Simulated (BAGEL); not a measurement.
# SiH4S2O (SMILES O[SiH2]SS): levels of theory compared

Aim: a comparison of 3 runs (HF/STO-3G, HF/3-21G, HF/cc-pVDZ) of SiH4S2O. 

The results are computed with BAGEL 1.2.2.

16 further runs of the same task are left out: 16 set aside as unsound or not needed.

## (1) Starting point

SiH4S2O: 8 atoms, total charge 0, spin state singlet. SMILES: `O[SiH2]SS`. The O1–Si2 distance was set to 2.128 Å, away from the relaxed value.

Bond lengths: Si2–S3 2.146 Å, S3–S4 2.068 Å, O1–H5 0.960 Å, Si2–H6 1.484 Å, Si2–H7 1.480 Å, S4–H8 1.347 Å. Angles: Si2–S3–S4 95.0°, S3–Si2–H6 106.9°, S3–Si2–H7 106.6°, S3–S4–H8 98.4°, H6–Si2–H7 112.3°. A long bond or contact: O1–Si2 2.128 Å.

## (2) A single-point energy at HF/STO-3G (density fitting with qzvpp-jkfit) (run 1)

calc.json

```json
{ "bagel": [

{
  "title": "molecule",
  "basis": "sto-3g",
  "df_basis": "qzvpp-jkfit",
  "angstrom": true,
  "geometry": [
    { "atom": "O", "xyz": [    0.069457,    1.400444,   -1.709986 ] },
    { "atom": "Si", "xyz": [    0.928500,    0.284000,   -0.115400 ] },
    { "atom": "S", "xyz": [    0.155000,   -1.713700,    0.018200 ] },
    { "atom": "S", "xyz": [   -1.811500,   -1.128300,    0.276200 ] },
    { "atom": "H", "xyz": [   -0.879743,    1.537544,   -1.666986 ] },
    { "atom": "H", "xyz": [    0.669200,    0.936800,    1.192300 ] },
    { "atom": "H", "xyz": [    2.374700,    0.159000,   -0.404700 ] },
    { "atom": "H", "xyz": [   -1.810000,   -1.017500,    1.618400 ] }
  ]
},
{
  "title": "hf",
  "charge": 0
},
{
  "title": "print",
  "file": "orbitals.molden",
  "orbitals": true
}

]}
```

Started as:

```console
$ BAGEL_NUM_THREADS=1 BAGEL calc.json > calc.out
```

Log:

```text
* using 1 threads per process

  ===============================================================
  ===============================================================

  *** Geometry ***

  { "atom" : "O", "xyz" : [      0.131255,      2.646456,     -3.231405 ] },
  { "atom" : "Si", "xyz" : [      1.754611,      0.536682,     -0.218074 ] },
  { "atom" : "S", "xyz" : [      0.292908,     -3.238424,      0.034393 ] },
  { "atom" : "S", "xyz" : [     -3.423239,     -2.132178,      0.521942 ] },
  { "atom" : "H", "xyz" : [     -1.662473,      2.905537,     -3.150147 ] },
  { "atom" : "H", "xyz" : [      1.264605,      1.770295,      2.253120 ] },
  { "atom" : "H", "xyz" : [      4.487533,      0.300466,     -0.764772 ] },
  { "atom" : "H", "xyz" : [     -3.420404,     -1.922796,      3.058333 ] },

  Number of auxiliary basis functions:      533

  Since a DF basis is specified, we compute 2- and 3-index integrals:
    o Being stored without compression. Storage requirement is 0.006 GB

  Number of basis functions:       36
  Number of electrons      :       58

    * METHOD: MOLECULE                             0.15

  *** RHF ***

  === Nuclear Repulsion ===
   272.3204716964

      * DIIS with orbital gradients will be used.

  === RHF iteration (sto-3g) ===
      0      -1147.91391067          0.01684124           0.03
      1      -1148.04104138          0.00717752           0.03
      2      -1148.06079133          0.00077701           0.03
      3      -1148.06131627          0.00012905           0.03
      4      -1148.06133107          0.00003083           0.03
      5      -1148.06133214          0.00000986           0.03
      6      -1148.06133229          0.00000322           0.03
      7      -1148.06133230          0.00000118           0.03
      8      -1148.06133231          0.00000045           0.03
      9      -1148.06133231          0.00000022           0.03
     10      -1148.06133231          0.00000006           0.03
     11      -1148.06133231          0.00000002           0.03
     12      -1148.06133231          0.00000000           0.03
    * SCF iteration converged.

    * Permanent dipole moment:
           (    0.007521,    -0.118175,    -0.774937) a.u.

    * METHOD: HF                                   0.43

    * METHOD: PRINT                                0.00

  ===============================================================
```

Wall time 0.86 s (1 thread of Intel Xeon 6975P-C (Granite Rapids), shared host).

## (3) A single-point energy at HF/3-21G (density fitting with qzvpp-jkfit) (run 2)

input.json

```json
{ "bagel": [

{
  "title": "molecule",
  "basis": "3-21g",
  "df_basis": "qzvpp-jkfit",
  "angstrom": true,
  "geometry": [
    { "atom": "O", "xyz": [       0.069457,       1.400444,      -1.709986 ] },
    { "atom": "Si", "xyz": [       0.928500,       0.284000,      -0.115400 ] },
    { "atom": "S", "xyz": [       0.155000,      -1.713700,       0.018200 ] },
    { "atom": "S", "xyz": [      -1.811500,      -1.128300,       0.276200 ] },
    { "atom": "H", "xyz": [      -0.879743,       1.537544,      -1.666986 ] },
    { "atom": "H", "xyz": [       0.669200,       0.936800,       1.192300 ] },
    { "atom": "H", "xyz": [       2.374700,       0.159000,      -0.404700 ] },
    { "atom": "H", "xyz": [      -1.810000,      -1.017500,       1.618400 ] }
  ]
},

{ "title": "hf" },

{ "title": "print", "file": "orbitals.molden", "orbitals": true }

]}
```

Started as:

```console
$ BAGEL_NUM_THREADS=1 BAGEL input.json > input.out
```

Log:

```text
* using 1 threads per process

  ===============================================================
  ===============================================================

  *** Geometry ***

  { "atom" : "O", "xyz" : [      0.131255,      2.646456,     -3.231405 ] },
  { "atom" : "Si", "xyz" : [      1.754611,      0.536682,     -0.218074 ] },
  { "atom" : "S", "xyz" : [      0.292908,     -3.238424,      0.034393 ] },
  { "atom" : "S", "xyz" : [     -3.423239,     -2.132178,      0.521942 ] },
  { "atom" : "H", "xyz" : [     -1.662473,      2.905537,     -3.150147 ] },
  { "atom" : "H", "xyz" : [      1.264605,      1.770295,      2.253120 ] },
  { "atom" : "H", "xyz" : [      4.487533,      0.300466,     -0.764772 ] },
  { "atom" : "H", "xyz" : [     -3.420404,     -1.922796,      3.058333 ] },

  Number of auxiliary basis functions:      533

  Since a DF basis is specified, we compute 2- and 3-index integrals:
    o Being stored without compression. Storage requirement is 0.013 GB

  Number of basis functions:       56
  Number of electrons      :       58

    * METHOD: MOLECULE                             0.21

  *** RHF ***

  === Nuclear Repulsion ===
   272.3204716964

      * DIIS with orbital gradients will be used.

  === RHF iteration (3-21g) ===
      0      -1155.05990169          0.02469736           0.05
      1      -1155.14816861          0.01961111           0.05
      2      -1155.24085829          0.00155789           0.05
      3      -1155.24244491          0.00040023           0.05
      4      -1155.24262631          0.00017014           0.05
      5      -1155.24266091          0.00005582           0.05
      6      -1155.24266470          0.00001519           0.05
      7      -1155.24266494          0.00000536           0.05
      8      -1155.24266497          0.00000208           0.05
      9      -1155.24266497          0.00000058           0.04
     10      -1155.24266497          0.00000024           0.04
     11      -1155.24266497          0.00000012           0.05
     12      -1155.24266497          0.00000005           0.05
     13      -1155.24266497          0.00000002           0.05
     14      -1155.24266497          0.00000001           0.05
    * SCF iteration converged.

    * Permanent dipole moment:
           (    0.025125,    -0.413206,    -1.230037) a.u.

    * METHOD: HF                                   0.82

    * METHOD: PRINT                                0.00

  ===============================================================
```

Run time: 1.4 s. Hardware: 1 thread of Intel Xeon 6975P-C (Granite Rapids), shared host; peak memory 0.1 GiB.

## (4) The energy at HF/cc-pVDZ (density fitting with qzvpp-jkfit) (run 3)

input.json, as its differences from that of step 3:

```diff
@@ -4,5 +4,5 @@
   "title": "molecule",
-  "basis": "3-21g",
+  "basis": "cc-pvdz.json",
   "df_basis": "qzvpp-jkfit",
-  "angstrom": true,
+  "angstrom": "true",
   "geometry": [
@@ -21,3 +21,3 @@
 
-{ "title": "print", "file": "orbitals.molden", "orbitals": true }
+{ "title": "print", "file": "orbitals.molden", "orbitals": "true" }
```

The basis set cc-pVDZ is read from a file made from the Basis Set Exchange's data (not shown).

Started as:

```console
$ BAGEL_NUM_THREADS=1 BAGEL input.json > input.out
```

Log:

```text
* using 1 threads per process

  ===============================================================
  ===============================================================

  *** Geometry ***

  { "atom" : "O", "xyz" : [      0.131255,      2.646456,     -3.231405 ] },
  { "atom" : "Si", "xyz" : [      1.754611,      0.536682,     -0.218074 ] },
  { "atom" : "S", "xyz" : [      0.292908,     -3.238424,      0.034393 ] },
  { "atom" : "S", "xyz" : [     -3.423239,     -2.132178,      0.521942 ] },
  { "atom" : "H", "xyz" : [     -1.662473,      2.905537,     -3.150147 ] },
  { "atom" : "H", "xyz" : [      1.264605,      1.770295,      2.253120 ] },
  { "atom" : "H", "xyz" : [      4.487533,      0.300466,     -0.764772 ] },
  { "atom" : "H", "xyz" : [     -3.420404,     -1.922796,      3.058333 ] },

  Number of auxiliary basis functions:      533

  Since a DF basis is specified, we compute 2- and 3-index integrals:
    o Being stored without compression. Storage requirement is 0.033 GB

  Number of basis functions:       88
  Number of electrons      :       58

    * METHOD: MOLECULE                             0.21

  *** RHF ***

  === Nuclear Repulsion ===
   272.3204716964

      * DIIS with orbital gradients will be used.

  === RHF iteration (cc-pvdz.json) ===
      0      -1160.93186183          0.01587679           0.08
      1      -1161.03693078          0.01383688           0.07
      2      -1161.18122505          0.00155628           0.07
      3      -1161.18447740          0.00053182           0.07
      4      -1161.18482116          0.00014550           0.07
      5      -1161.18487213          0.00005859           0.07
      6      -1161.18488098          0.00001761           0.08
      7      -1161.18488176          0.00000565           0.10
      8      -1161.18488183          0.00000302           0.07
      9      -1161.18488185          0.00000093           0.08
     10      -1161.18488185          0.00000028           0.08
     11      -1161.18488185          0.00000012           0.08
     12      -1161.18488185          0.00000004           0.08
     13      -1161.18488185          0.00000002           0.08
     14      -1161.18488185          0.00000001           0.07
    * SCF iteration converged.

    * Permanent dipole moment:
           (    0.085840,     0.107245,    -1.217341) a.u.

    * METHOD: HF                                   1.32

    * METHOD: PRINT                                0.01

  ===============================================================
```

Wall time 1.9 s (1 thread of Intel Xeon 6975P-C (Granite Rapids), shared host); peak memory 0.14 GiB.

## (5) The series

| run | level | energy (Eh) | dipole moment (D) | HOMO energy (eV) | LUMO energy (eV) | wall time |
| --- | --- | --- | --- | --- | --- | --- |
| 1 | HF/STO-3G (density fitting with qzvpp-jkfit) | -1148.061332 | 1.99 | -7.01 | 7.39 | 0.86 s |
| 2 | HF/3-21G (density fitting with qzvpp-jkfit) | -1155.242665 | 3.30 | -10.73 | 1.87 | 1.4 s |
| 3 | HF/cc-pVDZ (density fitting with qzvpp-jkfit) | -1161.184882 | 3.11 | -10.41 | 2.26 | 1.9 s |

## (6) Summary of results

| quantity | value |
| --- | --- |
| run 3: total energy | -1161.18488 Eh |
| run 3: dipole moment | 3.11 D |
| run 3: HOMO energy | -10.41 eV |
| run 3: LUMO energy | 2.26 eV |
| run 3: HOMO–LUMO gap | 12.67 eV |

What this shows: The dipole moment (its size) runs from 1.99 D (HF/STO-3G) to 3.30 D (HF/3-21G). The HOMO–LUMO gap runs from 12.59 eV (HF/3-21G) to 14.40 eV (HF/STO-3G). In run 1 the basis is minimal, so the values are rough. All runs together took 4.1 s, the longest 1.9 s.
